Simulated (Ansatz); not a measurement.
# CH5BFN: the cost of one run

Program: Ansatz 0.2.0. Level of theory: RKS PBE0-D4/def2-mTZVP. These are calculated values, not measurements.

## Step 1: The structure to begin with

Bond lengths: B1–N3 1.330 Å, N3–C4 1.446 Å, B1–F6 1.322 Å, C4–H7 1.093 Å, C4–H8 1.094 Å, C4–H9 1.092 Å. Angles: B1–N3–C4 135.8°, N3–B1–F6 148.1°, N3–C4–H7 109.0°, N3–C4–H8 113.1°, N3–C4–H9 108.7°, H7–C4–H8 108.7°, H7–C4–H9 108.2°, H8–C4–H9 109.1°.

Structure file:

```xyz
9

B    -0.9769    0.4039   -0.7158
H    -0.6737    0.1608   -2.1818
N     0.1586   -0.1110   -0.2519
C     0.7584   -0.2902    1.0518
H     0.0638   -0.1324   -1.5973
F    -2.1307    0.9939   -0.4551
H     1.5994    0.4003    1.1544
H     0.0578   -0.1154    1.8733
H     1.1434   -1.3099    1.1224
```

## Step 2: Pulling towards end A

Springs on the bonds that form and break draw the guess towards this end; the thresholds are loose.

Input file input.yaml:

```yaml
crystal:
  periodic: [false, false, false]
  atoms:
    - { symbol: B, position_ang: [-0.9769, 0.4039, -0.7158] }
    - { symbol: H, position_ang: [-0.6737, 0.1608, -2.1818] }
    - { symbol: "N", position_ang: [0.1586, -0.111, -0.2519] }
    - { symbol: C, position_ang: [0.7584, -0.2902, 1.0518] }
    - { symbol: H, position_ang: [0.0638, -0.1324, -1.5973] }
    - { symbol: F, position_ang: [-2.1307, 0.9939, -0.4551] }
    - { symbol: H, position_ang: [1.5994, 0.4003, 1.1544] }
    - { symbol: H, position_ang: [0.0578, -0.1154, 1.8733] }
    - { symbol: H, position_ang: [1.1434, -1.3099, 1.1224] }
basis:
  gaussian: { orbitals: def2-mTZVP }
hamiltonian:
  xc: pbe0
  dispersion: d4
relax:
  f_tol: 0.15
  max_steps: 25
  restrain:
    - { distance: [4, 1], at: 1.92, k: 30.0 }
    - { distance: [0, 1], at: 1.15, k: 30.0 }
    - { distance: [4, 2], at: 1.02, k: 30.0 }
```

Started as:

```sh
$ ansatz run input.yaml --threads 2 --pin off --max-ram 3072MiB --backend cpu --events-out ev --progress --plain --runs-dir out
```

Q: Estimate wall time and peak memory on 2 threads of Arm Neoverse V1, shared host.

About 19 s, with a peak of 0.16 GiB.
